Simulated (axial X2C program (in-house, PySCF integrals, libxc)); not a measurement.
# FSnF⁺: bond lengths and stretches, held linear

Aim: the two bond lengths and stretching wavenumbers of linear FSnF⁺, with and without spin–orbit coupling, at PBE0, r2SCAN.

The runs use an in-house X2C program for linear molecules on PySCF integrals; all-electron X2C, two-component (2c) or spin-free, F dyall-av3z, Sn dyall-v3z.

All values are calculated.

1 further run of the same task is left out (set aside as unsound or not needed).

## Step 1: The job

task.json

```json
{"zs": [9, 50, 9], "q": 1, "bas": ["dyall-av3z", "dyall-v3z", "dyall-av3z"], "r0": [2.04, 2.04], "symm": 1, "scan": ["PBE0", "HF", "r2SCAN"], "levels": ["PBE0", "HF", "r2SCAN"], "nst": 2}
```

Keys: zs atomic numbers; q charge; bas basis sets; r0 starting distance in Å; symm equal bonds; scan levels of the two-bond scan; levels methods; nst determinants followed.

On the command line:

```bash
> python solin.py task.json out
```

Masses F 18.998, Sn 119.902, F 18.998 u.

## Step 2: Scan at PBE0, 2c

State: Ω = 1/2 (beyond evenly filled blocks: ω = 1/2). Energies above the lowest point, from the job's result record:

| r(F–Sn) (Å) | r(Sn–F) (Å) | E (meV) |
| --- | --- | --- |
| 1.8759 | 1.8759 | 61.35 |
| 1.8759 | 1.9240 | 28.10 |
| 1.8759 | 1.9721 | 39.33 |
| 1.9240 | 1.8759 | 28.10 |
| 1.9240 | 1.9240 | 0.00 |
| 1.9240 | 1.9721 | 16.43 |
| 1.9240 | 2.0202 | 64.33 |
| 1.9721 | 1.8759 | 39.33 |
| 1.9721 | 1.9240 | 16.43 |
| 1.9721 | 1.9721 | 38.25 |
| 2.0202 | 1.9240 | 64.33 |
| 2.0202 | 2.0202 | 150.81 |

A quadratic surface with cubic terms in each bond gives the minimum at 1.927 and 1.927 Å, force constants 3.03, 3.03 and coupling 0.37 mdyn/Å.

## Step 3: Scan at r2SCAN, 2c

State: Ω = 1/2 (beyond evenly filled blocks: ω = 1/2). Energies above the lowest point, from the job's result record:

```
r(F–Sn) (Å)  r(Sn–F) (Å)  E (meV)
     1.8759       1.8759    71.34
     1.8759       1.9240    33.48
     1.8759       1.9721    42.01
     1.9240       1.8759    33.48
     1.9240       1.9240     0.00
     1.9240       1.9721    12.92
     1.9240       2.0202    59.61
     1.9721       1.8759    42.01
     1.9721       1.9240    12.92
     1.9721       1.9721    30.26
     2.0202       1.9240    59.61
     2.0202       2.0202   137.08
```

A quadratic surface with cubic terms in each bond gives the minimum at 1.932 and 1.932 Å, force constants 3.07, 3.07 and coupling 0.31 mdyn/Å.

## Step 4: Scan at PBE0, spin-free

State: M_S = 1/2, Λ = 0 (beyond evenly filled blocks: σα). Energies above the lowest point, from the job's result record:

```
r(F–Sn) (Å)  r(Sn–F) (Å)  E (meV)
     1.8759       1.8759    60.34
     1.8759       1.9240    27.61
     1.8759       1.9721    39.27
     1.9240       1.8759    27.61
     1.9240       1.9240     0.00
     1.9240       1.9721    16.85
     1.9240       2.0202    65.10
     1.9721       1.8759    39.27
     1.9721       1.9240    16.85
     1.9721       1.9721    39.06
     2.0202       1.9240    65.10
     2.0202       2.0202   152.28
```

A quadratic surface with cubic terms in each bond gives the minimum at 1.927 and 1.927 Å, force constants 3.03, 3.03 and coupling 0.37 mdyn/Å.

## Step 5: The levels side by side

| level | r(F–Sn) (Å) | r(Sn–F) (Å) | lower stretch (cm⁻¹) | upper stretch (cm⁻¹) |
| --- | --- | --- | --- | --- |
| PBE0, 2c | 1.927 | 1.927 | 551.2 | 558.8 |
| r2SCAN, 2c | 1.932 | 1.932 | 549.4 | 570.4 |
| PBE0, spin-free | 1.927 | 1.927 | 551.4 | 559.3 |
| r2SCAN, spin-free | 1.931 | 1.931 | 549.5 | 570.7 |

Scans not shown above were run alike.

**Reading.** Over the levels the F–Sn bond spans 1.927 to 1.932 Å and the Sn–F bond 1.927 to 1.932 Å. At PBE0 spin–orbit coupling leaves both bonds unchanged to 0.001 Å. Each state is one determinant, the lowest of a limited PBE0 search; the stretches come from a fit to few points and are good to some per cent at best. The stretches are sorted by size, and where the two bonds are alike the symmetric and antisymmetric modes can swap order between levels. The molecule was held linear; bending was not examined, so a bent shape may lie lower.
